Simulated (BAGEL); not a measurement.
# GaNH3O (SMILES [NH2][Ga][OH]): UHF/aug-cc-pVDZ (density fitting with qzvpp-jkfit)

What is the vertical ionisation energy of GaNH3O at UHF/aug-cc-pVDZ (density fitting with qzvpp-jkfit)? 

The results are computed with BAGEL 1.2.2.

7 further runs of the same task are left out: 4 that didn't finish, 3 set aside as unsound or not needed. Runs told in other sessions of the task aren't counted.

### Step 1. The molecule

GaNH3O: 6 atoms, total charge 0, spin state doublet. SMILES: `[NH2][Ga][OH]`. The coordinates come from a PBE0-D4/def2-TZVP relaxation. This is one conformer, not always the lowest.

Bond lengths: N1–Ga2 1.856 Å, Ga2–O3 1.803 Å, N1–H4 1.010 Å, N1–H5 1.013 Å, O3–H6 0.962 Å. Angles: N1–Ga2–O3 117.5°, Ga2–N1–H4 117.4°, Ga2–N1–H5 116.4°, Ga2–O3–H6 112.9°, H4–N1–H5 109.3°.

### Step 2. The energy at UHF/aug-cc-pVDZ (density fitting with qzvpp-jkfit)

input.json reads:

```json
{ "bagel": [

{
  "title": "molecule",
  "basis": "aug-cc-pvdz.json",
  "df_basis": "qzvpp-jkfit",
  "angstrom": true,
  "geometry": [
    { "atom": "N", "xyz": [    0.818300,    0.748100,   -0.272500 ] },
    { "atom": "Ga", "xyz": [    0.079400,   -0.917100,   -0.625000 ] },
    { "atom": "O", "xyz": [   -1.211000,   -1.506700,    0.487100 ] },
    { "atom": "H", "xyz": [    1.452600,    1.129700,   -0.959600 ] },
    { "atom": "H", "xyz": [    0.176800,    1.471700,    0.028300 ] },
    { "atom": "H", "xyz": [   -1.274100,   -0.989600,    1.295500 ] }
  ]
},
{ "title": "uhf", "charge": 0, "nopen": 1 },
{ "title": "print", "file": "orbitals.molden", "orbitals": true }

]}
```

The basis set aug-cc-pVDZ is read from a file made from the Basis Set Exchange's data (not shown).

Run with:

```console
$ BAGEL_NUM_THREADS=1 BAGEL input.json > input.out
```

The program printed:

```text
* using 1 threads per process

  ===============================================================
  ===============================================================

  *** Geometry ***

  { "atom" : "N", "xyz" : [      1.546363,      1.413704,     -0.514950 ] },
  { "atom" : "Ga", "xyz" : [      0.150044,     -1.733068,     -1.181079 ] },
  { "atom" : "O", "xyz" : [     -2.288458,     -2.847250,      0.920486 ] },
  { "atom" : "H", "xyz" : [      2.745016,      2.134824,     -1.813381 ] },
  { "atom" : "H", "xyz" : [      0.334104,      2.781110,      0.053479 ] },
  { "atom" : "H", "xyz" : [     -2.407700,     -1.870073,      2.448140 ] },

  Number of auxiliary basis functions:      474

  Since a DF basis is specified, we compute 2- and 3-index integrals:
    o Being stored without compression. Storage requirement is 0.045 GB

  Number of basis functions:      109
  Number of electrons      :       49

    * METHOD: MOLECULE                             0.18

  *** Open-shell HF ***

  === Nuclear Repulsion ===
   180.2112626219

      * DIIS with orbital gradients will be used.

  === UHF iteration (aug-cc-pvdz.json) ===
      0      -2053.67611942          0.05468013           0.11
      1      -2053.95311668          0.05244215           0.11
      2      -2054.13891447          0.03181188           0.11
      3      -2054.31564943          0.00284708           0.11
      4      -2054.31861225          0.00078588           0.11
      5      -2054.31904569          0.00039080           0.11
      6      -2054.31915060          0.00012856           0.11
      7      -2054.31917573          0.00005540           0.11
      8      -2054.31918343          0.00002780           0.11
      9      -2054.31918648          0.00001345           0.11
     10      -2054.31918713          0.00000677           0.11
     11      -2054.31918729          0.00000260           0.11
     12      -2054.31918734          0.00000101           0.11
     13      -2054.31918735          0.00000047           0.11
     14      -2054.31918736          0.00000026           0.11
     15      -2054.31918736          0.00000016           0.11
     16      -2054.31918736          0.00000009           0.11
     17      -2054.31918736          0.00000005           0.11
     18      -2054.31918736          0.00000003           0.11
     19      -2054.31918736          0.00000001           0.11
     20      -2054.31918736          0.00000000           0.11
    * SCF iteration converged.

    * S^2 (UHF) is 0.7556

    * Permanent dipole moment:
           (   -0.305400,    -0.695660,     0.288195) a.u.

    * METHOD: UHF                                  2.49

    * METHOD: PRINT                                0.02

  ===============================================================
```

It took 2.9 s on 1 thread of AMD EPYC 9R45 (Zen 5), shared host; peak memory 0.15 GiB.

### Step 3. The singlet cation at the same level

calc.json reads:

```json
{ "bagel": [

{
  "title": "molecule",
  "basis": "aug-cc-pvdz.json",
  "df_basis": "qzvpp-jkfit",
  "angstrom": "true",
  "geometry": [
    { "atom": "N", "xyz": [    0.818300,    0.748100,   -0.272500 ] },
    { "atom": "Ga", "xyz": [    0.079400,   -0.917100,   -0.625000 ] },
    { "atom": "O", "xyz": [   -1.211000,   -1.506700,    0.487100 ] },
    { "atom": "H", "xyz": [    1.452600,    1.129700,   -0.959600 ] },
    { "atom": "H", "xyz": [    0.176800,    1.471700,    0.028300 ] },
    { "atom": "H", "xyz": [   -1.274100,   -0.989600,    1.295500 ] }
  ]
},
{ "title": "hf", "charge": 1 },
{ "title": "print", "file": "orbitals.molden", "orbitals": "true" }

]}
```

The basis set aug-cc-pVDZ is read from a file made from the Basis Set Exchange's data (not shown).

Run with:

```console
$ BAGEL_NUM_THREADS=1 BAGEL calc.json > calc.out
```

The program printed:

```text
* using 1 threads per process

  ===============================================================
  ===============================================================

  *** Geometry ***

  { "atom" : "N", "xyz" : [      1.546363,      1.413704,     -0.514950 ] },
  { "atom" : "Ga", "xyz" : [      0.150044,     -1.733068,     -1.181079 ] },
  { "atom" : "O", "xyz" : [     -2.288458,     -2.847250,      0.920486 ] },
  { "atom" : "H", "xyz" : [      2.745016,      2.134824,     -1.813381 ] },
  { "atom" : "H", "xyz" : [      0.334104,      2.781110,      0.053479 ] },
  { "atom" : "H", "xyz" : [     -2.407700,     -1.870073,      2.448140 ] },

  Number of auxiliary basis functions:      474

  Since a DF basis is specified, we compute 2- and 3-index integrals:
    o Being stored without compression. Storage requirement is 0.045 GB

  Number of basis functions:      109
  Number of electrons      :       49

    * METHOD: MOLECULE                             0.18

  *** RHF ***

  === Nuclear Repulsion ===
   180.2112626219

      * DIIS with orbital gradients will be used.

  === RHF iteration (aug-cc-pvdz.json) ===
      0      -2053.53553907          0.02468994           0.06
      1      -2053.73872708          0.02378094           0.06
      2      -2054.01220868          0.00231585           0.05
      3      -2054.01522222          0.00050580           0.05
      4      -2054.01541321          0.00021008           0.05
      5      -2054.01545432          0.00009474           0.05
      6      -2054.01546513          0.00003931           0.05
      7      -2054.01546943          0.00001883           0.05
      8      -2054.01547056          0.00000523           0.05
      9      -2054.01547061          0.00000243           0.05
     10      -2054.01547062          0.00000134           0.05
     11      -2054.01547063          0.00000042           0.05
     12      -2054.01547063          0.00000016           0.05
     13      -2054.01547063          0.00000007           0.05
     14      -2054.01547063          0.00000003           0.05
     15      -2054.01547063          0.00000002           0.05
     16      -2054.01547063          0.00000001           0.05
    * SCF iteration converged.

    * Permanent dipole moment:
           (   -0.852619,    -0.297705,     1.069578) a.u.

    * METHOD: HF                                   1.05

    * METHOD: PRINT                                0.02

  ===============================================================
```

It took 1.4 s on 1 thread of AMD EPYC 9R45 (Zen 5), shared host; peak memory 0.15 GiB.

### Step 4. Outcome

At UHF/aug-cc-pVDZ (density fitting with qzvpp-jkfit):

| quantity | value |
| --- | --- |
| doublet GaNH3O: total energy | -2054.31919 Eh |
| doublet GaNH3O: dipole moment | 2.07 D |
| doublet GaNH3O: ⟨S²⟩ | 0.756 |
| singlet cation: total energy | -2054.01547 Eh |
| singlet cation: HOMO energy | -17.26 eV |
| singlet cation: LUMO energy | -7.54 eV |
| singlet cation: HOMO–LUMO gap | 9.72 eV |
| vertical ionisation energy (to the singlet cation) | 8.265 eV |

What this shows: The vertical ionisation energy comes to 8.26 eV (797 kJ/mol).
